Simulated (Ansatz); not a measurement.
# EuFe, 2 atoms: a relaxation on CPU cores

The task is the relaxed geometry of EuFe in a cell of 2 atoms. How long does it take, and what comes out?

Computed with Ansatz 0.2 development build (DFT, PBE, PAW hard, scalar-relativistic, unless a step's input says otherwise).

## 1. The starting structure

The structure is cubic, space group Pm-3m (No. 221). The conventional cell has a = 3.777 Å, b = 3.777 Å, c = 3.777 Å, α = 90.00°, β = 90.00°, γ = 90.00°. Eu (site symmetry m-3m) is surrounded by 8 Fe at 3.27 Å. Fe (site symmetry m-3m) has 8 Eu at 3.27 Å as nearest neighbours.

Coordinates:

```cif
data_structure
_symmetry_space_group_name_H-M 'Pm-3m'
_symmetry_Int_Tables_number 221
_cell_length_a 3.7770
_cell_length_b 3.7770
_cell_length_c 3.7770
_cell_angle_alpha 90.000
_cell_angle_beta 90.000
_cell_angle_gamma 90.000
_cell_volume 53.88
loop_
_atom_site_label
_atom_site_type_symbol
_atom_site_symmetry_multiplicity
_atom_site_Wyckoff_symbol
_atom_site_fract_x
_atom_site_fract_y
_atom_site_fract_z
_atom_site_occupancy
Eu1 Eu 1 a 0.00000 0.00000 0.00000 1
Fe1 Fe 1 b 0.50000 0.50000 0.50000 1
```

## 2. Running it

input.yaml

```yaml
crystal:
  lattice:
    - [3.777, 0.0, 0.0]
    - [0.0, 3.777, 0.0]
    - [0.0, 0.0, 3.777]
  atoms:
    - { symbol: Eu, position: [0, 0, 0], spin: 7 }
    - { symbol: Fe, position: [0.5, 0.5, 0.5], spin: 2 }
kpoints:
  mp_grid: { kspacing: 0.15 }
hamiltonian:
  xc: pbe
  pseudopotentials: { kind: paw }
  dispersion: none
magnetization:
  spin_polarized: true
relax:
  cell: {}
scf:
  occupations: { method: fermi_dirac, width: "0.1 eV" }
```

The run is started by

```bash
> ansatz run input.yaml --threads 4 --max-ram=10GiB --backend cpu --events-out ev
```

What does the calculation give? Wanted: free energy; electrons solved for; SCF passes in all; total and absolute magnetisation; site moments; largest force; pressure; energy from the first step to the last.

As calculated:

```
                              quantity                                                        value
                           free energy                          -13258.4522 eV (-6629.2261 eV/atom)
                  electrons solved for                                                           33
                     SCF passes in all                                                          158
      total and absolute magnetisation                                                4.67, 9.91 μB
                          site moments                                        Eu +6.76, Fe -2.61 μB
                         largest force                                                   0.000 eV/Å
                              pressure                                                    -0.02 GPa
energy from the first step to the last      -116.1 meV/atom (a search of other states lies between)
                             wall time  3.4 min (4 threads of Arm Neoverse V2 (Grace), shared host)
```

The moments cancel in part; this is the state that this run reached, after the program's own search of nearby states. Forces vanish by symmetry, so the stress drives the 6 steps: the pressure went from -5.99 to -0.02 GPa, and the volume changed by -19.4 %.
